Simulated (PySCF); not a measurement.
# RuOF2: triplet, from a trigonal planar start

The task is one start of a wider search on RuOF2: the triplet, from a trigonal planar start. It is relaxed, tested by its Hessian and followed downhill if it is a saddle.

Method: B3LYP, basis Ru def2-SVP with ECP28, O def2-SVP, F def2-SVP, scalar-relativistic core potentials, no spin–orbit coupling, density fitting; program: PySCF 2.14.0.

## 1. Where the work starts

4 atoms, charge 0, spin multiplicity 3.

Bond lengths: Ru1–O2 1.710 Å, Ru1–F3 1.890 Å, Ru1–F4 1.890 Å. Angles: O2–Ru1–F3 120.0°, O2–Ru1–F4 120.0°, F3–Ru1–F4 120.0°.

Z-matrix (Å, degrees; charge 0 multiplicity 3):
```
Ru
O  1 1.7100
F  1 1.8900 2 120.00
F  1 1.8900 2 120.00 3 180.00
```

## 2. Relaxation: trigonal planar start, triplet

One driver script runs all steps and calls PySCF; scf.py shows how it sets up the SCF of each step. The optimiser is the driver's own. Before each start the driver seeks the lowest SCF state from one or more starting densities and follows internal instabilities, so scf.py alone need not reach the same state.

The program finds C2v symmetry in the start, which this walk keeps. The walk stops when the largest gradient is under 0.0003 Eh/bohr and the energy has settled too.

scf.py

```python
from pyscf import gto, scf, dft
mol = gto.M(atom='''
Ru    -0.027441    -0.047529    -0.000000
O     -0.882449    -1.528425    -0.000000
F      1.862564    -0.047538     0.000000
F     -0.972431     1.589271     0.000000''',
    basis={'Ru': 'def2-SVP', 'O': 'def2-SVP', 'F': 'def2-SVP'},
    ecp={'Ru': 'def2-SVP'},
    charge=0, spin=2)
mf = dft.UKS(mol, xc='B3LYP')
mf.grids.atom_grid = (50, 194)
aux = {'Ru': 'def2-universal-JKFIT', 'O': 'def2-universal-JKFIT', 'F': 'def2-universal-JKFIT'}
mf = mf.density_fit(auxbasis=aux)
mf.kernel()
```

The optimiser's trace:

| step | energy (Eh) | change (kJ/mol) | largest symmetric gradient (Eh/bohr) |
| --- | --- | --- | --- |
| 0 | -369.597020 | 0.00 | 0.04701 |
| 1 | -369.602129 | -13.41 | 0.02296 |
| 2 | -369.602621 | -14.71 | 0.00197 |
| 3 | -369.602675 | -14.85 | 0.00089 |
| 4 | -369.602721 | -14.97 | 0.00050 |
| 5 | -369.602723 | -14.97 | 0.00012 |

The walk took 7.3 s on 4 threads, shared host.

Geometry (Å) and forces (eV/Å) at some steps:

```
step 0
Ru  -0.027  -0.048   0.000  -0.879  -1.509   0.000
O   -0.882  -1.528   0.000   1.390   2.421  -0.001
F    1.863  -0.048   0.000  -1.097   0.026   0.000
F   -0.972   1.589   0.000   0.587  -0.938   0.001
step 1
Ru  -0.034  -0.058   0.000   0.676   1.184   0.000
O   -0.850  -1.473   0.000  -0.548  -0.943   0.000
F    1.812  -0.048   0.000  -0.138  -0.081   0.000
F   -0.948   1.545   0.000   0.011  -0.160   0.000
step 3
Ru  -0.024  -0.041   0.000   0.002   0.015   0.000
O   -0.851  -1.474   0.000   0.023   0.048   0.000
F    1.814  -0.060   0.000   0.016  -0.048   0.000
F   -0.959   1.541   0.000  -0.040  -0.015   0.000
step 5
Ru  -0.015  -0.027   0.000  -0.005   0.001   0.000
O   -0.842  -1.458   0.000  -0.005  -0.001   0.000
F    1.821  -0.084   0.000   0.012   0.001   0.000
F   -0.983   1.535   0.000  -0.001   0.000   0.000
```

End point (C2v, 5 steps, 15.0 kJ/mol gained): Ru–F 1.837 Å (×2), Ru–O 1.653 Å; F–Ru–F 123.6°, F–Ru–O 118.2° (×2).

## 3. Vibrations and properties at this point

On the finer grid the gradient is checked again; gradients at displacements of ±0.01 bohr then give force constants and infrared intensities.

Changes to scf.py since step 2:

```diff
@@ -3,4 +3,4 @@
-Ru    -0.027441    -0.047529    -0.000000
-O     -0.882449    -1.528425    -0.000000
-F      1.862564    -0.047538     0.000000
-F     -0.972431     1.589271     0.000000''',
+Ru    -0.019794    -0.034283     0.000000
+O     -0.846202    -1.465643     0.000000
+F      1.816842    -0.097674     0.000000
+F     -0.992989     1.524607    -0.000000''',
@@ -11 +11 @@
-mf.grids.atom_grid = (50, 194)
+mf.grids.atom_grid = (75, 302)
```

The driver hands on the density of the step before, so the log starts near convergence.

SCF at the final geometry:

```text
init E= -369.6026442006
[... the frontier-level lines of each cycle are left out ...]
cycle= 1 E= -369.602644200463  delta_E= 1.37e-10  |g|= 2.05e-05  |ddm|= 2.23e-05
cycle= 2 E= -369.602644199353  delta_E= 1.11e-09  |g|= 5.73e-05  |ddm|= 5.36e-05
cycle= 3 E= -369.602644200594  delta_E= -1.24e-09  |g|= 1.01e-05  |ddm|= 4.01e-05
cycle= 4 E= -369.602644200635  delta_E= -4.06e-11  |g|= 1.28e-06  |ddm|= 6.62e-06
Extra cycle  E= -369.602644200633  delta_E= 2.27e-12  |g|= 3.06e-06  |ddm|= 4.1e-06
converged SCF energy = -369.602644200633  <S^2> = 2.0084838  2S+1 = 3.0056505
```

The whole step took 24 s.

Geometry: C2v; Ru–F 1.838 Å (×2), Ru–O 1.653 Å; F–Ru–F 124.0°, F–Ru–O 118.0° (×2).

Harmonic modes (main isotopes):

```
symmetry  ω (cm⁻¹)  IR (km/mol)     type
      a1       142          9.3     bend
      b1       150         12.7     bend
      b2       217          6.3     bend
      a1       647         52.2  stretch
      b2       699          115  stretch
      a1      1034         86.6  stretch
```

No imaginary mode, so this is a minimum.

Properties at this point:

```
Dipole moment                                                   : 0.04 D
Highest occupied level                                          : -7.82 eV
Lowest empty level                                              : -4.82 eV
Rotational constants                                            : 0.2349, 0.1686, 0.09815 cm⁻¹
Zero-point energy                                               : 17.3 kJ/mol
Principal polarisabilities                                      : 24.7, 31.0, 37.1 bohr³
Atomisation energy without zero-point energy                    : 1329 kJ/mol
Principal traceless quadrupole moments about the centre of mass : -3.15, -0.88, 4.03 D Å
Entropy at 298.15 K and 1 bar (electronic part: spin only)      : 316.3 J/(mol K)
Heat capacity Cp at 298.15 K                                    : 65.6 J/(mol K)
Enthalpy at 298.15 K above 0 K                                  : 15.47 kJ/mol
Rotational symmetry number                                      : 2
Spin squared ⟨S²⟩                                               : 2.008
```

Charges (e) and bond orders:

```tsv
atom	Mulliken	Löwdin	polar tensor	spin (Mulliken)	Mayer order to Ru1
Ru1	0.97	0.28	1.56	1.55	–
O2	-0.30	-0.02	-0.51	0.29	2.07
F3,4	-0.33	-0.13	-0.53	0.08	1.00
```

Outer orbital energies (eV). α occupied: -13.42, -12.27, -12.15, -11.84, -11.15, -9.13, -8.37, -7.96; empty: -4.13, -3.69, -0.54, 0.12. β occupied: -13.35, -12.32, -12.16, -12.08, -11.72, -11.06, -11.05, -7.82; empty: -4.82, -3.98, -3.48, -3.10.

Mulliken populations on Ru1 (outside its core potential): s 2.46, p 6.36, d 6.17, f 0.03.

## 4. Summary of results

| quantity | value |
| --- | --- |
| minimum | triplet, C2v |
| geometry | Ru–F 1.838 Å (×2), Ru–O 1.653 Å; F–Ru–F 124.0°, F–Ru–O 118.0° (×2) |
| wavenumbers (cm⁻¹) | 142 (a1), 150 (b1), 217 (b2), 647 (a1), 699 (b2), 1034 (a1) |
| dipole moment | 0.04 D |
| highest occupied, lowest empty level (either spin) | -7.82, -4.82 eV |
| polar-tensor charge of Ru1 | +1.56 e |
| zero-point energy | 17.3 kJ/mol |
| entropy at 298.15 K | 316.3 J/(mol K) |
| atomisation energy (no zero-point energy) | 1329 kJ/mol |
| ⟨S²⟩ | 2.008 |

In words: The trigonal planar start keeps its C2v symmetry and ends in a minimum. The strongest infrared band lies at 699 cm⁻¹ (b2, stretch). Most of the spin sits on Ru1 (Mulliken spin 1.55, against 2 for the whole molecule). Only this shape and spin were tried, so other structures or states may lie lower. One determinant may miss the lowest occupation of an open d or f shell.

The search up to here took 41 s.
